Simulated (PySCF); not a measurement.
# GeH₂: shapes and spins compared

Which structure and spin state of GeH₂ lies lowest? The starts are bent and linear; the spin states tried: singlet and triplet. Each end point is tested by its vibrations.

Method: PBE0, basis Ge def2-TZVP, H def2-TZVP, no relativity, density fitting; program: PySCF 2.14.0.

**1. Starting geometry**

3 atoms, charge 0, spin multiplicity 1.

Bond lengths: Ge1–H2 1.530 Å, Ge1–H3 1.530 Å. Angles: H2–Ge1–H3 110.0°.

Z-matrix (Å, degrees; charge 0 multiplicity 1):
```
Ge
H  1 1.5300
H  1 1.5300 2 110.00
```

**2. Relaxation: bent start, singlet**

One driver script runs all steps and calls PySCF; scf.py shows how it sets up the SCF of each step. The optimiser is the driver's own. Before each start the driver seeks the lowest SCF state from one or more starting densities and follows internal instabilities, so scf.py alone need not reach the same state.

The program finds C2v symmetry in the start, which this walk keeps. The walk stops when the largest gradient is under 0.0003 Eh/bohr and the energy has settled too.

File scf.py:

```python
from pyscf import gto, scf, dft
mol = gto.M(atom='''
Ge     0.000000     0.000000    -0.023295
H      1.253300    -0.000000     0.854305
H     -1.253300     0.000000     0.854305''',
    basis={'Ge': 'def2-TZVP', 'H': 'def2-TZVP'},
    charge=0, spin=0)
mf = dft.RKS(mol, xc='PBE0')
mf.grids.atom_grid = (50, 194)
aux = {'Ge': 'def2-universal-JKFIT', 'H': 'def2-universal-JKFIT'}
mf = mf.density_fit(auxbasis=aux)
mf.kernel()
```

Energy and gradient, step by step:

| step | energy (Eh) | change (kJ/mol) | largest symmetric gradient (Eh/bohr) |
| --- | --- | --- | --- |
| 0 | -2077.865591 | 0.00 | 0.04679 |
| 1 | -2077.875466 | -25.93 | 0.00509 |
| 2 | -2077.875638 | -26.38 | 0.00129 |
| 3 | -2077.875643 | -26.39 | 0.00031 |
| 4 | -2077.875643 | -26.39 | 0.00005 |

The walk took 1.4 s on 4 threads, shared host.

After 4 steps and 26.4 kJ/mol it ends at C2v: Ge–H 1.595 Å (×2); H–Ge–H 90.7°.

**3. Hessian and properties**

On the finer grid the gradient is checked again; gradients at displacements of ±0.01 bohr then give force constants and infrared intensities.

Changes to scf.py since step 2:

```diff
@@ -3,3 +3,3 @@
-Ge     0.000000     0.000000    -0.023295
-H      1.253300    -0.000000     0.854305
-H     -1.253300     0.000000     0.854305''',
+Ge     0.000000     0.000000    -0.029747
+H      1.134290    -0.000000     1.090938
+H     -1.134290     0.000000     1.090938''',
@@ -9 +9 @@
-mf.grids.atom_grid = (50, 194)
+mf.grids.atom_grid = (75, 302)
```

The driver hands on the density of the step before, so the log starts near convergence.

SCF at the final geometry:

```text
init E= -2077.87561044327
  HOMO = -0.253430700077231  LUMO = -0.11129023996367  gap/eV = 3.86784
cycle= 1 E= -2077.87561044327  delta_E= -2.73e-12  |g|= 9.72e-07  |ddm|= 1.88e-06
  HOMO = -0.2534305768839  LUMO = -0.111290120572482  gap/eV = 3.86784
Extra cycle  E= -2077.87561044326  delta_E= 4.55e-12  |g|= 1.19e-06  |ddm|= 1.55e-06
converged SCF energy = -2077.87561044326
```

The whole step took 2.9 s.

Geometry: C2v; Ge–H 1.595 Å (×2); H–Ge–H 90.7°.

Modes, for the most abundant isotopes:

```
symmetry  ω (cm⁻¹)  IR (km/mol)     type
      a1       935         54.6     bend
      a1      1926          288  stretch
      b2      1935          346  stretch
```

Every mode is real; the point is a minimum.

Constants and moments:

- Dipole moment: 0.15 D
- Highest occupied level: -6.90 eV
- Lowest empty level: -3.03 eV
- Rotational constants: 6.841, 6.5, 3.333 cm⁻¹
- Zero-point energy: 28.7 kJ/mol
- Principal polarisabilities: 26.8, 38.4, 38.7 bohr³
- Atomisation energy without zero-point energy: 573 kJ/mol
- Principal traceless quadrupole moments about the centre of mass: -3.88, -1.33, 5.20 D Å
- Entropy at 298.15 K and 1 bar: 220.6 J/(mol K)
- Heat capacity Cp at 298.15 K: 35.3 J/(mol K)
- Enthalpy at 298.15 K above 0 K: 10.04 kJ/mol
- Rotational symmetry number: 2

Populations by atom (charges in e):

| atom | Mulliken | Löwdin | polar tensor | Mayer order to Ge1 |
| --- | --- | --- | --- | --- |
| Ge1 | 0.03 | 0.18 | 0.47 | – |
| H2,3 | -0.01 | -0.09 | -0.23 | 0.96 |

Mulliken populations on Ge1: s 7.86, p 14.01, d 10.09, f 0.01.

**4. Bent start, triplet: relaxation**

The program finds C2v symmetry in the start, which this walk keeps.

Changes to scf.py since step 3:

```diff
@@ -3,3 +3,3 @@
-Ge     0.000000     0.000000    -0.029747
-H      1.134290    -0.000000     1.090938
-H     -1.134290     0.000000     1.090938''',
+Ge     0.000000     0.000000    -0.023295
+H      1.253300    -0.000000     0.854305
+H     -1.253300     0.000000     0.854305''',
@@ -7,3 +7,3 @@
-    charge=0, spin=0)
-mf = dft.RKS(mol, xc='PBE0')
-mf.grids.atom_grid = (75, 302)
+    charge=0, spin=2)
+mf = dft.UKS(mol, xc='PBE0')
+mf.grids.atom_grid = (50, 194)
```

Energy and gradient, step by step:

| step | energy (Eh) | change (kJ/mol) | largest symmetric gradient (Eh/bohr) |
| --- | --- | --- | --- |
| 0 | -2077.839826 | 0.00 | 0.00794 |
| 1 | -2077.841595 | -4.64 | 0.00219 |
| 2 | -2077.841624 | -4.72 | 0.00087 |
| 3 | -2077.841627 | -4.73 | 0.00019 |
| 4 | -2077.841627 | -4.73 | 0.00001 |

The walk took 1.9 s.

After 4 steps and 4.7 kJ/mol it ends at C2v: Ge–H 1.541 Å (×2); H–Ge–H 120.0°.

**5. Vibrations and properties at this point**

The same treatment as at the point before.

Changes to scf.py since step 4:

```diff
@@ -3,3 +3,3 @@
-Ge     0.000000     0.000000    -0.023295
-H      1.253300    -0.000000     0.854305
-H     -1.253300     0.000000     0.854305''',
+Ge     0.000000     0.000000    -0.020436
+H      1.334383    -0.000000     0.749467
+H     -1.334383     0.000000     0.749467''',
@@ -9 +9 @@
-mf.grids.atom_grid = (50, 194)
+mf.grids.atom_grid = (75, 302)
```

Log of the central SCF (cycles and frontier levels):

```text
init E= -2077.84156741812
[... the frontier-level lines of each cycle are left out ...]
cycle= 1 E= -2077.84156741813  delta_E= -2.73e-12  |g|= 2.61e-07  |ddm|= 7.28e-07
Extra cycle  E= -2077.84156741813  delta_E= -9.09e-13  |g|= 3e-07  |ddm|= 3.71e-07
converged SCF energy = -2077.84156741813  <S^2> = 2.0023708  2S+1 = 3.0015801
```

The whole step took 5.3 s.

Geometry: C2v; Ge–H 1.541 Å (×2); H–Ge–H 120.0°.

Modes, for the most abundant isotopes:

```json
{"symmetry": "a1", "ω (cm⁻¹)": "810", "IR (km/mol)": "41.6", "μ (u)": "1.03", "type": "bend"}
{"symmetry": "a1", "ω (cm⁻¹)": "2061", "IR (km/mol)": "18.0", "μ (u)": "1.01", "type": "stretch"}
{"symmetry": "b2", "ω (cm⁻¹)": "2141", "IR (km/mol)": "90.8", "μ (u)": "1.03", "type": "stretch"}
```

No imaginary mode, so this is a minimum.

Properties at this point:

```
Dipole moment                                                   : 0.01 D
Highest occupied level                                          : -5.55 eV
Lowest empty level                                              : -3.47 eV
Rotational constants                                            : 14.49, 4.697, 3.547 cm⁻¹
Zero-point energy                                               : 30.0 kJ/mol
Principal polarisabilities                                      : 31.2, 31.2, 39.0 bohr³
Atomisation energy without zero-point energy                    : 484 kJ/mol
Principal traceless quadrupole moments about the centre of mass : -1.92, 0.86, 1.06 D Å
Entropy at 298.15 K and 1 bar (electronic part: spin only)      : 228.0 J/(mol K)
Heat capacity Cp at 298.15 K                                    : 36.0 J/(mol K)
Enthalpy at 298.15 K above 0 K                                  : 10.12 kJ/mol
Rotational symmetry number                                      : 2
Spin squared ⟨S²⟩                                               : 2.002
```

Populations by atom (charges in e):

| atom | Mulliken | Löwdin | polar tensor | spin (Mulliken) | Mayer order to Ge1 |
| --- | --- | --- | --- | --- | --- |
| Ge1 | -0.12 | 0.10 | 0.24 | 1.84 | – |
| H2,3 | 0.06 | -0.05 | -0.12 | 0.08 | 0.93 |

Mulliken populations on Ge1: s 7.56, p 14.49, d 10.06, f 0.01.

**6. Linear start, singlet: relaxation**

The program finds D∞h symmetry in the start, which this walk keeps. The walk stops when the largest gradient is under 0.0003 Eh/bohr and the energy has settled too.

Changes to scf.py since step 5:

```diff
@@ -3,3 +3,3 @@
-Ge     0.000000     0.000000    -0.020436
-H      1.334383    -0.000000     0.749467
-H     -1.334383     0.000000     0.749467''',
+Ge     0.000000     0.000000     0.000000
+H      0.000000     0.000000     1.530000
+H      0.000000     0.000000    -1.530000''',
@@ -7,3 +7,3 @@
-    charge=0, spin=2)
-mf = dft.UKS(mol, xc='PBE0')
-mf.grids.atom_grid = (75, 302)
+    charge=0, spin=0)
+mf = dft.RKS(mol, xc='PBE0')
+mf.grids.atom_grid = (50, 194)
```

Energy and gradient, step by step:

| step | energy (Eh) | change (kJ/mol) | largest symmetric gradient (Eh/bohr) |
| --- | --- | --- | --- |
| 0 | -2077.760778 | 0.00 | 0.01407 |
| 1 | -2077.761810 | -2.71 | 0.00395 |
| 2 | -2077.761890 | -2.92 | 0.00040 |
| 3 | -2077.761891 | -2.92 | 0.00001 |

The walk took 1.1 s on 4 threads, shared host.

Geometry (Å) and forces (eV/Å) at some steps:

```
step 0
Ge   0.000   0.000   0.000   0.000   0.000   0.000
H    0.000   0.000   1.530   0.000   0.000  -0.724
H    0.000   0.000  -1.530   0.000   0.000   0.724
step 1
Ge   0.000   0.000   0.000   0.000   0.000   0.000
H    0.000   0.000   1.500   0.000   0.000  -0.203
H    0.000   0.000  -1.500   0.000   0.000   0.203
step 2
Ge   0.000   0.000   0.000   0.000   0.000   0.000
H    0.000   0.000   1.488   0.000   0.000   0.021
H    0.000   0.000  -1.488   0.000   0.000  -0.021
step 3
Ge   0.000   0.000   0.000   0.000   0.000   0.000
H    0.000   0.000   1.490   0.000   0.000  -0.001
H    0.000   0.000  -1.490   0.000   0.000   0.001
```

End point (D∞h, 3 steps, 2.9 kJ/mol gained): Ge–H 1.490 Å (×2); H–Ge–H 180.0°.

**7. Hessian and properties**

As before: finer grid, then central differences.

Changes to scf.py since step 6:

```diff
@@ -3,3 +3,3 @@
-Ge     0.000000     0.000000     0.000000
-H      0.000000     0.000000     1.530000
-H      0.000000     0.000000    -1.530000''',
+Ge    -0.000000     0.000000     0.000000
+H      0.000000     0.000000     1.489504
+H     -0.000000    -0.000000    -1.489504''',
@@ -9 +9 @@
-mf.grids.atom_grid = (50, 194)
+mf.grids.atom_grid = (75, 302)
```

SCF at the final geometry:

```text
init E= -2077.76183974216
  HOMO = -0.162927958784821  LUMO = -0.115825513635022  gap/eV = 1.28172
cycle= 1 E= -2077.76183974216  delta_E= -1.82e-12  |g|= 2.1e-06  |ddm|= 2.27e-06
  HOMO = -0.162928157780672  LUMO = -0.115825712381673  gap/eV = 1.28172
Extra cycle  E= -2077.76183974216  delta_E= 9.09e-13  |g|= 2.6e-06  |ddm|= 2.22e-06
converged SCF energy = -2077.76183974216
```

The whole step took 2.7 s.

Geometry: D∞h; Ge–H 1.490 Å (×2); H–Ge–H 180.0°.

Modes, for the most abundant isotopes:

| ω (cm⁻¹) | IR (km/mol) |
| --- | --- |
| 1683i | 919 |
| 691 | 12.4 |
| 2300 | 0.0 |
| 2400 | 7.5 |

1 mode is imaginary, the largest at 1683i cm⁻¹: a saddle point, not a minimum.

Here the density breaks the symmetry of the frame, and no labels are given; pairs that should be degenerate can split.

Constants and moments:

- Dipole moment: 0.00 D
- Highest occupied level: -4.43 eV
- Lowest empty level: -3.15 eV
- Rotational constants: 3.77 cm⁻¹
- Zero-point energy (real modes): 32.2 kJ/mol
- Principal polarisabilities: 27.1, 39.0, 44.6 bohr³
- Atomisation energy without zero-point energy: 274 kJ/mol
- Principal traceless quadrupole moments about the centre of mass: -9.58, 4.40, 5.19 D Å

Charges (e) and bond orders:

```csv
atom,Mulliken,Löwdin,polar tensor,Mayer order to Ge1
Ge1,-0.34,0.02,-0.44,–
"H2,3",0.17,-0.01,0.22,0.91
```

Outer orbital energies (eV). occupied: -34.36, -34.23, -34.08, -33.79, -33.72, -15.04, -11.42, -4.43; empty: -3.15, -1.67, 3.55, 4.25.

Mulliken populations on Ge1: s 7.43, p 14.88, d 10.02, f 0.02.

**8. Following the imaginary mode**

The start is the last point, displaced along its most imaginary mode.

The program finds C2v symmetry in the start, which this walk keeps. The walk stops when the largest gradient is under 0.0003 Eh/bohr and the energy has settled too.

Changes to scf.py since step 7:

```diff
@@ -3,3 +3,3 @@
-Ge    -0.000000     0.000000     0.000000
-H      0.000000     0.000000     1.489504
-H     -0.000000    -0.000000    -1.489504''',
+Ge    -0.000420    -0.003245    -0.000000
+H      0.015419     0.119005     1.489504
+H      0.015419     0.119005    -1.489504''',
@@ -9 +9 @@
-mf.grids.atom_grid = (75, 302)
+mf.grids.atom_grid = (50, 194)
```

Energy and gradient, step by step:

| step | energy (Eh) | change (kJ/mol) | largest symmetric gradient (Eh/bohr) |
| --- | --- | --- | --- |
| 0 | -2077.767429 | 0.00 | 0.04572 |
| 1 | -2077.808350 | -107.44 | 0.08310 |
| 2 | -2077.853865 | -226.94 | 0.02533 |
| 3 | -2077.863944 | -253.40 | 0.02677 |
| 4 | -2077.869471 | -267.91 | 0.02078 |
| 5 | -2077.875509 | -283.76 | 0.00671 |
| 6 | -2077.875656 | -284.15 | 0.00102 |
| 7 | -2077.875660 | -284.16 | 0.00001 |

The walk took 2.6 s.

Geometry (Å) and forces (eV/Å) at some steps:

```
step 0
Ge   0.000  -0.003   0.000  -0.305  -2.351   0.000
H    0.015   0.119   1.490   0.153   1.175   0.064
H    0.015   0.119  -1.490   0.153   1.175  -0.064
step 1
Ge  -0.026  -0.197   0.000  -0.555  -4.273   0.000
H    0.028   0.216   1.470   0.278   2.136   0.101
H    0.028   0.216  -1.470   0.278   2.136  -0.101
step 4
Ge  -0.082  -0.635   0.000   0.093   0.720   0.000
H    0.056   0.435   1.298  -0.046  -0.360  -1.069
H    0.056   0.435  -1.298  -0.046  -0.360   1.069
step 7
Ge  -0.086  -0.663   0.000  -0.004   0.001   0.000
H    0.058   0.449   1.134   0.002  -0.001   0.001
H    0.058   0.449  -1.134   0.002  -0.001  -0.001
```

After 7 steps and 284.2 kJ/mol it ends at C2v: Ge–H 1.594 Å (×2); H–Ge–H 90.6°.

**9. Relaxing the triplet from the linear start**

The program finds D∞h symmetry in the start, which this walk keeps.

Changes to scf.py since step 8:

```diff
@@ -3,3 +3,3 @@
-Ge    -0.000420    -0.003245    -0.000000
-H      0.015419     0.119005     1.489504
-H      0.015419     0.119005    -1.489504''',
+Ge     0.000000     0.000000     0.000000
+H      0.000000     0.000000     1.530000
+H      0.000000     0.000000    -1.530000''',
@@ -7,2 +7,2 @@
-    charge=0, spin=0)
-mf = dft.RKS(mol, xc='PBE0')
+    charge=0, spin=2)
+mf = dft.UKS(mol, xc='PBE0')
```

Energy and gradient, step by step:

| step | energy (Eh) | change (kJ/mol) | largest symmetric gradient (Eh/bohr) |
| --- | --- | --- | --- |
| 0 | -2077.808452 | 0.00 | 0.01334 |
| 1 | -2077.809383 | -2.44 | 0.00383 |
| 2 | -2077.809459 | -2.64 | 0.00037 |
| 3 | -2077.809459 | -2.64 | 0.00001 |

The walk took 1.6 s.

After 3 steps and 2.6 kJ/mol it ends at D∞h: Ge–H 1.491 Å (×2); H–Ge–H 180.0°.

**10. Hessian and properties**

As before: finer grid, then central differences.

Changes to scf.py since step 9:

```diff
@@ -3,3 +3,3 @@
-Ge     0.000000     0.000000     0.000000
-H      0.000000     0.000000     1.530000
-H      0.000000     0.000000    -1.530000''',
+Ge     0.000000     0.000000    -0.000000
+H     -0.000000    -0.000000     1.491249
+H      0.000000     0.000000    -1.491249''',
@@ -9 +9 @@
-mf.grids.atom_grid = (50, 194)
+mf.grids.atom_grid = (75, 302)
```

SCF at the final geometry:

```text
init E= -2077.80940871916
[... the frontier-level lines of each cycle are left out ...]
cycle= 1 E= -2077.80940871916  delta_E= 4.55e-13  |g|= 2.48e-07  |ddm|= 2.19e-07
Extra cycle  E= -2077.80940871917  delta_E= -2.27e-12  |g|= 3.04e-07  |ddm|= 2.14e-07
converged SCF energy = -2077.80940871917  <S^2> = 2.0160178  2S+1 = 3.0106596
```

The whole step took 4.1 s on 4 threads, shared host.

Geometry: D∞h; Ge–H 1.491 Å (×2); H–Ge–H 180.0°.

Harmonic modes (main isotopes):

```tsv
symmetry	ω (cm⁻¹)	IR (km/mol)	μ (u)
πu	1250i	566	1.03
σg+	2285	0.0	1.01
σu+	2380	4.7	1.03
```

2 modes are imaginary, the largest at 1250i cm⁻¹: a saddle point, not a minimum.

Properties at this point:

```
Dipole moment                                                   : 0.00 D
Highest occupied level                                          : -5.58 eV
Lowest empty level                                              : -1.94 eV
Rotational constants                                            : 3.761 cm⁻¹
Zero-point energy (real modes)                                  : 27.9 kJ/mol
Principal polarisabilities                                      : 36.6, 36.6, 39.0 bohr³
Atomisation energy without zero-point energy                    : 399 kJ/mol
Principal traceless quadrupole moments about the centre of mass : -2.07, -2.07, 4.15 D Å
Spin squared ⟨S²⟩                                               : 2.016
```

Charges (e) and bond orders:

| atom | Mulliken | Löwdin | polar tensor | spin (Mulliken) | Mayer order to Ge1 |
| --- | --- | --- | --- | --- | --- |
| Ge1 | -0.32 | 0.03 | -0.54 | 2.20 | – |
| H2,3 | 0.16 | -0.01 | 0.27 | -0.10 | 0.90 |

Outer orbital energies (eV). α occupied: -33.89, -33.83, -33.76, -33.76, -15.62, -11.34, -5.58, -5.58; empty: -1.94, 3.35, 4.23, 4.32. β occupied: -120.89, -33.77, -33.66, -33.66, -33.63, -33.63, -14.21, -11.26; empty: -1.75, -1.75, -1.17, 3.98.

Mulliken populations on Ge1: s 7.41, p 14.88, d 10.02, f 0.02.

**11. Following the imaginary mode**

The start is the last point, displaced along its most imaginary mode.

The program finds C2v symmetry in the start, which this walk keeps. The walk stops when the largest gradient is under 0.0003 Eh/bohr and the energy has settled too.

Changes to scf.py since step 10:

```diff
@@ -3,3 +3,3 @@
-Ge     0.000000     0.000000    -0.000000
-H     -0.000000    -0.000000     1.491249
-H      0.000000     0.000000    -1.491249''',
+Ge    -0.003231    -0.000518    -0.000000
+H      0.118484     0.019012     1.491249
+H      0.118484     0.019012    -1.491249''',
@@ -9 +9 @@
-mf.grids.atom_grid = (75, 302)
+mf.grids.atom_grid = (50, 194)
```

The optimiser's trace:

| step | energy (Eh) | change (kJ/mol) | largest symmetric gradient (Eh/bohr) |
| --- | --- | --- | --- |
| 0 | -2077.812420 | 0.00 | 0.02360 |
| 1 | -2077.823183 | -28.26 | 0.03430 |
| 2 | -2077.835941 | -61.75 | 0.01524 |
| 3 | -2077.839190 | -70.28 | 0.01610 |
| 4 | -2077.840823 | -74.57 | 0.00896 |
| 5 | -2077.841537 | -76.45 | 0.00258 |
| 6 | -2077.841611 | -76.64 | 0.00066 |
| 7 | -2077.841615 | -76.65 | 0.00003 |

The walk took 4.1 s.

After 7 steps and 76.7 kJ/mol it ends at C2v: Ge–H 1.541 Å (×2); H–Ge–H 120.1°.

**12. Would spin polarisation lower it?**

At the lowest minimum the closed shell is tested against spin polarisation, on the (50, 194) grid. It is stable.

**13. The points found, side by side**

| spin | group | bonds | imaginary modes (cm⁻¹) | ΔE (kJ/mol) | with zero-point energy |
| --- | --- | --- | --- | --- | --- |
| singlet | C2v | Ge–H 1.595 Å (×2) | none | 0.0 | 0.0 |
| triplet | C2v | Ge–H 1.541 Å (×2) | none | 89.4 | 90.7 |
| triplet | D∞h | Ge–H 1.491 Å (×2) | 1250i, 1250i | 173.8 | – |
| singlet | D∞h (density of lower symmetry) | Ge–H 1.490 Å (×2) | 1683i | 298.7 | – |

**14. Results**

```
                                 quantity                            value
                           lowest minimum                     singlet, C2v
                                 geometry  Ge–H 1.595 Å (×2); H–Ge–H 90.7°
                       wavenumbers (cm⁻¹)   935 (a1), 1926 (a1), 1935 (b2)
                            dipole moment                           0.15 D
     highest occupied, lowest empty level                  -6.90, -3.03 eV
               polar-tensor charge of Ge1                          +0.47 e
                        zero-point energy                      28.7 kJ/mol
                      entropy at 298.15 K                  220.6 J/(mol K)
atomisation energy (no zero-point energy)                       573 kJ/mol
```

The lowest minimum found is the singlet of C2v symmetry; the next, a triplet of C2v symmetry, lies 89.4 kJ/mol higher. The strongest infrared band lies at 1935 cm⁻¹ (b2, stretch). A search over typed starts can miss a lower isomer.

The search up to here took 36 s on 4 threads, shared host.
